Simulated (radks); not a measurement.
# P in [He] 2s2 2p4 3s2 3p3 3d2: an all-electron calculation

The task here is to estimate one member of a computed series from the others.

Method: non-relativistic Kohn-Sham, Wu-Cohen GGA, spin-polarised, spherical densities, point nucleus; open shells are filled with parallel spins first. Code: radks (a radial shooting solver on a logarithmic mesh, Libxc functionals) version 1.

### The atom as given

| Item | Value |
| --- | --- |
| element | phosphorus (Z = 15) |
| charge | 0 |
| electrons | 15 |
| configuration | [He] 2s2 2p4 3s2 3p3 3d2 |

The outer shells:

P
```
[He] core
2s [↑↓]
2p [↑↓][↑ ][↑ ]
3s [↑↓]
3p [↑ ][↑ ][↑ ]
3d [↑ ][↑ ][  ][  ][  ]
```

Set-up of the first run:

Settings of this run:

```text
Z 15
configuration [He] 2s2 2p4 3s2 3p3 3d2
relativity non-relativistic
functional wc,pbe
spin polarised
nucleus point
```

Steps of the session up to this table: Self-consistent calculation.

One table of the session follows, with a row left open; its other results are not shown here.

It belongs to the step «Radial structure». Radial moments (bohr):

```
  level     <r>  outermost maximum (interpolated)  90 % within  nodes
  1s up       ?                                 ?            ?      ?
1s down  0.1038                            0.0680        0.185      0
  2s up  0.4960                             0.408        0.772      1
2s down  0.4998                             0.410        0.778      1
  2p up  0.4483                             0.338        0.739      0
2p down  0.4537                             0.341        0.749      0
  3s up   1.591                              1.37         2.39      2
3s down   1.630                              1.38         2.46      2
  3p up   1.762                              1.45         2.72      1
3p down   1.853                              1.49         2.90      1
  3d up   3.363                              1.83         6.25      0
```

Q: Estimate the row for 1s up from the others.

**Answer.** <r>: 0.1040; outermost maximum (interpolated): 0.0681; 90 % within: 0.186; nodes: 0. In the column «<r>» it lies between 1s down (0.1038) and 2p up (0.4483).
